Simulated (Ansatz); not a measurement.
# BH₄NSn: taking an electron away

An exercise on one series of results from a longer session: the logs are not shown, and one member is left open.

Method: unrestricted cation, the program's frozen cores in correlated methods; program: Ansatz 0.2.0, Gaussian basis.

Plan: UKS PBE-D4/def2-TZVPP; UKS r2SCAN-D4/def2-TZVPP; UKS PBE0-D4/def2-TZVPP; UKS B3LYP-D4/def2-TZVPP; UKS wB97X-V/def2-TZVPP; UKS wB97M-V/def2-TZVPP; UKS B2PLYP/def2-TZVPP; UHF-CCSD(T)/def2-TZVPP; UHF-MP2/def2-QZVPP; extrapolation to the limit; then −ε(HOMO) from the neutral's earlier runs with LDA (SPW92), PBE-D4, revPBE-D4, BLYP-D4, r2SCAN-D4, B97M-V, PBE0-D4, B3LYP-D4, r2SCANh-D4, r2SCAN0-D4, HSE06-D4, BHLYP-D4, CAM-B3LYP-D4, LC-ωPBE, ωB97X-V, ωB97M-V.

1 further run of the same task is left out (for a known fault of the program).

### The geometry

The geometry comes from an earlier relaxation with PBE0-D4 in a triple-zeta def2 set; it is a stationary point, not always the lowest conformer. Sn takes the def2 core potential; no spin-orbit term is included.

SMILES `[BH]1[NH][SnH2]1`, 7 atoms, charge 0, spin multiplicity 1.

Atoms are counted from 1 here; the program's logs count them from 0.

Bond lengths: B1–N2 1.332 Å, B1–Sn3 2.246 Å, B1–H4 1.187 Å, N2–Sn3 2.173 Å, N2–H5 1.008 Å, Sn3–H6 1.717 Å, Sn3–H7 1.717 Å. Angles: N2–B1–Sn3 69.5°, N2–B1–H4 146.2°, Sn3–B1–H4 144.2°, B1–N2–Sn3 75.4°, B1–N2–H5 135.7°, Sn3–N2–H5 148.9°, B1–Sn3–N2 35.0°, B1–Sn3–H6 121.2°, B1–Sn3–H7 121.2°, N2–Sn3–H6 104.3°, N2–Sn3–H7 104.3°, H6–Sn3–H7 105.9°.

Coordinates:

```
B    -1.0008   -0.7232   -0.3148
N    -0.2495    0.1823   -0.9393
Sn    0.6130    0.0350    1.0503
H    -1.9246   -1.4646   -0.3956
H    -0.2345    0.5977   -1.8579
H     0.5931    1.6473    1.6416
H     2.2648   -0.3426    0.7700
```

Set-up of the first run:

The input, in.yaml:

```yaml
crystal:
  periodic: [false, false, false]
  atoms:
    - {symbol: B, position_ang: [-1.000840, -0.723169, -0.314780]}
    - {symbol: N, position_ang: [-0.249542, 0.182344, -0.939251]}
    - {symbol: Sn, position_ang: [0.612959, 0.035023, 1.050286]}
    - {symbol: H, position_ang: [-1.924642, -1.464561, -0.395575]}
    - {symbol: H, position_ang: [-0.234540, 0.597739, -1.857867]}
    - {symbol: H, position_ang: [0.593128, 1.647347, 1.641580]}
    - {symbol: H, position_ang: [2.264777, -0.342623, 0.770007]}
basis:
  gaussian: {orbitals: def2-TZVPP}
total_charge: 1
magnetization: {spin_polarized: true, initial_magnetization: 1}
hamiltonian: {xc: pbe, dispersion: d4}
```

The run is started by

```bash
ansatz run in.yaml --threads 2 --pin off --events-out ev --progress --plain --max-ram 4352MiB
```

Steps of the session up to this table: Cation, UKS PBE-D4/def2-TZVPP; Cation, UKS r2SCAN-D4/def2-TZVPP; Cation, UKS PBE0-D4/def2-TZVPP; Cation, UKS B3LYP-D4/def2-TZVPP; Cation, UKS wB97X-V/def2-TZVPP; Cation, UKS wB97M-V/def2-TZVPP; Cation, UKS B2PLYP (frozen core)/def2-TZVPP; Cation, UHF-CCSD(T)/def2-TZVPP; Cation, UHF-MP2/def2-QZVPP.

One table of the session follows, with a row left open; its other results are not shown here.

For comparison, −ε(HOMO) of the neutral from earlier runs:

| functional | −ε(HOMO) (eV) |
| --- | --- |
| LDA (SPW92) | 5.77 |
| PBE-D4 | 5.64 |
| revPBE-D4 | ? |
| BLYP-D4 | 5.52 |
| r2SCAN-D4 | 5.83 |
| B97M-V | 5.82 |
| PBE0-D4 | 6.57 |
| B3LYP-D4 | 6.42 |
| r2SCANh-D4 | 6.18 |
| r2SCAN0-D4 | 6.70 |
| HSE06-D4 | 6.18 |
| BHLYP-D4 | 7.40 |
| CAM-B3LYP-D4 | 7.76 |
| LC-ωPBE | 8.93 |
| ωB97X-V | 8.66 |
| ωB97M-V | 8.55 |

Estimate the missing values for revPBE-D4.

As computed: −ε(HOMO) (eV): 5.59. In the column «−ε(HOMO) (eV)» it lies between BLYP-D4 (5.52) and PBE-D4 (5.64).

Caveats from the session: The cation may have settled in a state other than its lowest; no search over hole states beyond the program's own was made.
